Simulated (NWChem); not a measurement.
# A workflow on the pair AlH3···CH3Cu

Wanted: a single-point energy (singlet CH6AlCu, PBE-D3(0)/def2-TZVP), then a single-point energy (singlet AlH3, PBE-D3(0)/def2-TZVP), then the energy (singlet CH3Cu, PBE-D3(0)/def2-TZVP), then a single-point energy (singlet AlH3, PBE-D3(0)/def2-TZVP), then a single-point energy (singlet CH3Cu, PBE-D3(0)/def2-TZVP) of CH6AlCu and its partners. 

The calculation is run with NWChem 7.3.0.

## Step 1: The structure to begin with

The species is CH6AlCu (9 atoms), meant as a singlet with charge 0. The two molecules were placed rigidly side by side, at 1.1 times their contact distance; the pair isn't optimised.

Bond lengths: C5–Cu6 1.901 Å, Al1–H2 1.586 Å, Al1–H3 1.586 Å, Al1–H4 1.586 Å, C5–H7 1.091 Å, C5–H8 1.091 Å, C5–H9 1.091 Å. Angles: Cu6–C5–H7 108.7°, Cu6–C5–H8 108.7°, Cu6–C5–H9 108.7°, H7–C5–H8 110.2°, H7–C5–H9 110.2°, H8–C5–H9 110.2°, H2–Al1–H3 120.0°, H2–Al1–H4 120.0°, H3–Al1–H4 120.0°.

## Step 2: A single-point energy at PBE-D3(0)/def2-TZVP (run 1)

Input file m1.nw:

```
echo
start m1
title "CH6AlCu"
memory stack 880 mb heap 220 mb global 1100 mb

geometry units angstroms noautosym nocenter noautoz
  Al      -0.000170       0.000250      -0.000030
  H        0.619320       0.685950       1.288680
  H       -1.354680      -0.816950       0.110180
  H        0.735520       0.130750      -1.398820
  C        1.801680      -3.772050       0.326870
  Cu       0.162270      -4.059930      -0.590830
  H        2.623150      -4.103570      -0.310720
  H        1.789390      -4.346270       1.254890
  H        1.899420      -2.706940       0.544010
end

basis spherical bse
  * library def2-TZVP
end

dft
  xc xpbe96 cpbe96
  mult 1
  disp vdw 3
  grid fine
  convergence energy 1e-08
  iterations 100
  mulliken
  print low
end

task dft
```

On the command line:

```console
$ nwchem m1.nw > m1.out
```

Log:

```text
[...]
 d= 0,ls=0.0,diis     1  -1923.9672329489 -2.09D+03  1.02D-01  3.46D+00    11.8
[...]
 d= 0,ls=0.0,diis    13  -1924.1844811845 -2.78D-09  1.24D-07  1.38D-09   119.8
         Total DFT energy =    -1924.184481184544
      One electron energy =    -3012.201046425870
           Coulomb energy =     1013.462503729969
    Exchange-Corr. energy =      -92.926446496577
 Nuclear repulsion energy =      167.483802993050
    Dispersion correction =       -0.003294985118
[...]
      Total Density - Mulliken Population Analysis
     ---------------------------------------------
    Atom       Charge   Shell Charges
 -----------   ------   -------------------------------------------------------
    1 Al  13    12.74   2.00  0.63  1.34  0.93  0.31  2.95  2.19  0.89  0.98  0.37  0.08  0.06  0.02
    2 H    1     1.09   0.24  0.53  0.32  0.00
    3 H    1     1.10   0.24  0.53  0.33  0.00
    4 H    1     1.09   0.24  0.53  0.32  0.00
    5 C    6     6.53   0.85  1.12  0.52  0.69  0.05  1.30  1.34  0.64  0.01  0.02  0.00
    6 Cu  29    28.80   2.00  2.00  1.23  0.76  0.81  0.12  5.98  4.82  1.18  0.09  5.43  2.97  1.29  0.10  0.00
    7 H    1     0.87   0.27  0.46  0.12  0.02
    8 H    1     0.87   0.27  0.45  0.13  0.02
    9 H    1     0.90   0.27  0.47  0.12  0.02
[...]
```

It took 2 min on 1 thread of Intel Xeon Platinum 8259CL at 2.50GHz (Skylake/Cascade Lake), shared host; peak memory 0.14 GiB.

## Step 3: AlH3: a single-point energy at PBE-D3(0)/def2-TZVP (run 2)

Input file alh3.nw:

```
start alh3
title "AlH3 PBE"
memory stack 880 mb heap 220 mb global 1100 mb

geometry units atomic noautosym nocenter noautoz
  Al    -0.00032125     0.00047243    -0.00005669
  H      1.17034518     1.29625764     2.43525226
  H     -2.55997419    -1.54381176     0.20821002
  H      1.38993136     0.24708169    -2.64338670
end

basis "ao basis" spherical bse
  Al library def2-TZVP
  H library def2-TZVP
end

dft
  xc xpbe96 cpbe96
  disp vdw 3
  grid fine
  convergence energy 1e-08
  iterations 100
  mulliken
  noprint "final vectors analysis"
end

task dft
```

On the command line:

```console
$ nwchem alh3.nw > alh3.out
```

Log:

```text
[...]
          Wavefunction type:  closed shell.
          No. of atoms     :     4
          No. of electrons :    16
[...]
          Charge           :     0
          Spin multiplicity:     1
[...]
          AO basis - number of functions:    55
[...]
              XC Information
              --------------
          PerdewBurkeErnzerhof Exchange Functional  1.000
            Perdew 1991 LDA Correlation Functional  1.000 local
           PerdewBurkeErnz. Correlation Functional  1.000 non-local
[...]
 d= 0,ls=0.0,diis     1   -244.0370792035 -2.58D+02  5.84D-03  3.30D-01     0.9
[...]
 d= 0,ls=0.0,diis     6   -244.0507246689 -6.59D-09  8.37D-07  2.15D-09     3.9
         Total DFT energy =     -244.050724668940
      One electron energy =     -365.750619533684
           Coulomb energy =      127.675017620339
    Exchange-Corr. energy =      -19.567075975067
 Nuclear repulsion energy =       13.592190817714
    Dispersion correction =       -0.000237598243
[...]
      Total Density - Mulliken Population Analysis
     ---------------------------------------------
    Atom       Charge   Shell Charges
 -----------   ------   -------------------------------------------------------
    1 Al  13    12.73   2.00  0.63  1.34  0.93  0.32  2.95  2.19  0.89  0.99  0.35  0.08  0.05  0.02
    2 H    1     1.09   0.24  0.53  0.32  0.00
    3 H    1     1.09   0.24  0.53  0.32  0.00
    4 H    1     1.09   0.24  0.53  0.32  0.00
[...]
```

Wall time 4.5 s (1 thread of Intel Xeon Platinum 8259CL at 2.50GHz (Skylake/Cascade Lake), shared host); peak memory 0.12 GiB.

## Step 4: CH3Cu: a single-point energy at PBE-D3(0)/def2-TZVP (run 3)

Input file ch3cu.nw:

```
start ch3cu
title "CH3Cu PBE"
memory total 2200 mb

geometry units atomic noautosym nocenter noautoz
 C      3.40468176    -7.12814143     0.61769478
 Cu     0.30664586    -7.67215579    -1.11650689
 H      4.95703508    -7.75462343    -0.58717570
 H      3.38145703    -8.21325996     2.37139842
 H      3.58938360    -5.11537524     1.02802991
end

basis spherical bse
 * library def2-TZVP
end

dft
 xc xpbe96 cpbe96
 disp vdw 3
 grid fine
 convergence energy 1e-08
 iterations 100
 mulliken
 print low
end

task dft energy
```

On the command line:

```console
$ nwchem ch3cu.nw > ch3cu.out
```

Log:

```text
Northwest Computational Chemistry Package (NWChem) 7.3.0
             --------------------------------------------------------

           Job information
           ---------------

    nwchem branch   = 7.3.0
    use scalapack   = T
    input           = ch3cu.nw
    prefix          = ch3cu.
    data base       = ./ch3cu.db
    status          = startup
    nproc           =        1

           Memory information
           ------------------

    heap     =     72089594 doubles =      550.0 Mbytes
    stack    =     72089599 doubles =      550.0 Mbytes
    global   =    144179200 doubles =     1100.0 Mbytes (distinct from heap & stack)
    total    =    288358393 doubles =     2200.0 Mbytes
    verify   = yes
    hardfail = no

[... 34 lines left out ...]
            Nuclear Dipole moment (a.u.)
[... 88 lines left out ...]
   convergence    iter        energy       DeltaE   RMS-Dens  Diis-err    time
 ---------------- ----- ----------------- --------- --------- ---------  ------
 d= 0,ls=0.0,diis     1  -1679.9258613711 -1.76D+03  4.00D-01  3.13D+00     4.1
 d= 0,ls=0.5,diis     2  -1652.4681067972  2.75D+01  1.12D-01  2.39D+02     7.0
 d= 0,ls=0.5,diis     3  -1662.4480445273 -9.98D+00  9.64D-02  2.43D+02     9.8
[... 8 lines of this table left out ...]
 d= 0,ls=0.5,diis    12  -1679.8638799750 -1.22D-01  8.95D-03  1.06D+00    41.4
  Resetting Diis
 d= 0,ls=0.5,diis    13  -1679.8794406151 -1.56D-02  6.21D-03  3.25D+00    44.1
 d= 0,ls=0.5,diis    14  -1679.8400500565  3.94D-02  1.73D-02  5.33D+00    47.0
 d= 0,ls=0.5,diis    15  -1678.8013278684  1.04D+00  6.14D-03  3.60D+01    49.8
[... 23 lines of this table left out ...]
 d= 0,ls=0.5,diis    39  -1680.1289295996 -1.69D-06  1.91D-05  2.52D-06   127.1
```

Wall time 2.2 min (1 thread of Intel Xeon Platinum 8259CL at 2.50GHz (Skylake/Cascade Lake), shared host).

The run was cut off at its time limit.

## Step 5: AlH3 among ghost functions: the energy at PBE-D3(0)/def2-TZVP (with ghost functions) (run 4)

Input file alh3.nw:

```
start alh3
title "AlH3"
memory stack 880 mb heap 220 mb global 1100 mb

geometry units atomic noautosym nocenter noautoz
  Al  -0.00032125   0.00047243  -0.00005669
  H    1.17034518   1.29625764   2.43525226
  H   -2.55997419  -1.54381176   0.20821002
  H    1.38993136   0.24708169  -2.64338670
  bqC      3.404682    -7.128141     0.617695
  bqCu     0.306646    -7.672156    -1.116507
  bqH      4.957035    -7.754623    -0.587176
  bqH      3.381457    -8.213260     2.371398
  bqH      3.589384    -5.115375     1.028030
end

basis spherical bse
  Al library def2-TZVP
  H library def2-TZVP
  bqC library C def2-TZVP
  bqCu library Cu def2-TZVP
  bqH library H def2-TZVP
end

dft
  xc xpbe96 cpbe96
  disp vdw 3
  grid fine
  convergence energy 1e-08
  iterations 100
  mulliken
  print low
end

task dft energy
```

On the command line:

```console
$ nwchem alh3.nw > alh3.out
```

Log:

```text
[...]
 d= 0,ls=0.0,diis     1   -244.0371061891 -2.58D+02  2.17D-03  3.31D-01     7.0
[...]
 d= 0,ls=0.0,diis     6   -244.0507777298 -6.59D-09  3.06D-07  2.14D-09    42.6
         Total DFT energy =     -244.050777729773
      One electron energy =     -365.750046290408
           Coulomb energy =      127.674246618148
    Exchange-Corr. energy =      -19.566931276984
 Nuclear repulsion energy =       13.592190817714
    Dispersion correction =       -0.000237598243
[...]
      Total Density - Mulliken Population Analysis
     ---------------------------------------------
    Atom       Charge   Shell Charges
 -----------   ------   -------------------------------------------------------
    1 Al  13    12.72   2.00  0.63  1.34  0.94  0.31  2.95  2.19  0.89  0.99  0.35  0.08  0.05  0.02
    2 H    1     1.09   0.24  0.53  0.32  0.00
    3 H    1     1.09   0.24  0.53  0.32  0.00
    4 H    1     1.09   0.24  0.53  0.32  0.00
    5 X    0    -0.00   0.00 -0.00  0.00 -0.00 -0.00  0.00 -0.00 -0.00 -0.00 -0.00 -0.00
    6 X    0     0.00   0.00  0.00  0.00 -0.00 -0.00  0.00 -0.00  0.00 -0.00  0.00 -0.00  0.00 -0.00  0.00 -0.00
    7 X    0     0.00   0.00  0.00  0.00  0.00
    8 X    0     0.00  -0.00  0.00  0.00  0.00
    9 X    0     0.00  -0.00  0.00  0.00  0.00
[...]
```

It took 43 s on 1 thread of Intel Xeon Platinum 8259CL at 2.50GHz (Skylake/Cascade Lake), shared host; peak memory 0.14 GiB.

## Step 6: CH3Cu among ghost functions: a single-point energy at PBE-D3(0)/def2-TZVP (with ghost functions) (run 5)

Input file test.nw:

```
start test
title "CH3Cu"
memory 2200 mb
charge 0

geometry units angstroms noautosym nocenter noautoz
C     1.801680   -3.772050    0.326870
Cu    0.162270   -4.059930   -0.590830
H     2.623150   -4.103570   -0.310720
H     1.789390   -4.346270    1.254890
H     1.899420   -2.706940    0.544010
bqAl    -0.000170     0.000250    -0.000030
bqH      0.619320     0.685950     1.288680
bqH     -1.354680    -0.816950     0.110180
bqH      0.735520     0.130750    -1.398820
end

basis "ao basis" spherical bse
C library def2-TZVP
Cu library def2-TZVP
H library def2-TZVP
bqAl library Al def2-TZVP
bqH library H def2-TZVP
end

dft
xc xpbe96 cpbe96
disp vdw 3
grid fine
convergence energy 1e-08
iterations 100
mulliken
noprint "final vectors analysis"
end

task dft energy
```

On the command line:

```console
$ nwchem test.nw > test.out
```

Log:

```text
[...]
          Wavefunction type:  closed shell.
          No. of atoms     :     9
          No. of electrons :    38
[...]
          Charge           :     0
          Spin multiplicity:     1
[...]
          AO basis - number of functions:   149
[...]
              XC Information
              --------------
          PerdewBurkeErnzerhof Exchange Functional  1.000
            Perdew 1991 LDA Correlation Functional  1.000 local
           PerdewBurkeErnz. Correlation Functional  1.000 non-local
[...]
 d= 0,ls=0.0,diis     1  -1679.9258852305 -1.76D+03  1.98D-01  3.13D+00    10.2
[...]
 d= 0,ls=0.0,diis    12  -1680.1290309634 -4.98D-09  7.18D-07  1.08D-08   116.7
         Total DFT energy =    -1680.129030963383
      One electron energy =    -2492.181792775736
           Coulomb energy =      808.769464538825
    Exchange-Corr. energy =      -73.358262652932
 Nuclear repulsion energy =       76.642842020733
    Dispersion correction =       -0.001282094273
[...]
      Total Density - Mulliken Population Analysis
     ---------------------------------------------
    Atom       Charge   Shell Charges
 -----------   ------   -------------------------------------------------------
    1 C    6     6.54   0.85  1.12  0.51  0.69  0.04  1.30  1.35  0.64  0.01  0.02  0.00
    2 Cu  29    28.82   2.00  2.00  1.23  0.76  0.82  0.15  5.98  4.82  1.18  0.09  5.42  2.97  1.30  0.10  0.00
    3 H    1     0.88   0.27  0.46  0.13  0.02
    4 H    1     0.88   0.27  0.46  0.13  0.02
    5 H    1     0.87   0.27  0.46  0.12  0.02
    6 X    0     0.00   0.00  0.00 -0.00 -0.00  0.00 -0.00  0.00 -0.00  0.00  0.00  0.00  0.00  0.00
    7 X    0    -0.00   0.00 -0.00 -0.00 -0.00
    8 X    0     0.00   0.00 -0.00  0.00  0.00
    9 X    0     0.00   0.00 -0.00  0.00 -0.00
[...]
```

Wall time 2 min (1 thread of Intel Xeon Platinum 8259CL at 2.50GHz (Skylake/Cascade Lake), shared host); peak memory 0.13 GiB.

## Step 7: Outcome

| quantity | value |
| --- | --- |
| run 1, PBE-D3(0)/def2-TZVP: total energy | -1924.18448 Eh |
| run 1, PBE-D3(0)/def2-TZVP: dispersion energy | -8.65 kJ/mol |
| AlH3: total energy | -244.05072 Eh |
| AlH3: dipole moment | 0.00 D |
| AlH3: dispersion energy | -0.62 kJ/mol |
| AlH3 among ghost functions: total energy | -244.05078 Eh |
| AlH3 among ghost functions: dispersion energy | -0.62 kJ/mol |
| CH3Cu among ghost functions: total energy | -1680.12903 Eh |
| CH3Cu among ghost functions: dipole moment | 1.37 D |
| CH3Cu among ghost functions: dispersion energy | -3.37 kJ/mol |
| CH3Cu | no result (timeout) |
| interaction energy of the rigid parts AlH3 and CH3Cu (parts in the whole basis, counterpoise; closest atoms 3.35 Å apart) | -0.127 eV |

**Reading.** The interaction energy of the rigid parts AlH3 and CH3Cu (parts in the whole basis, counterpoise; closest atoms 3.35 Å apart) is −0.13 eV (−2.9 kcal/mol): the parts attract. Mulliken charges (run 1, PBE-D3(0)/def2-TZVP) run from -0.53 on C5 to +0.26 on Al1. Mulliken charges (AlH3) run from -0.09 on H2 to +0.27 on Al1. 1 of the 5 runs did not end normally.
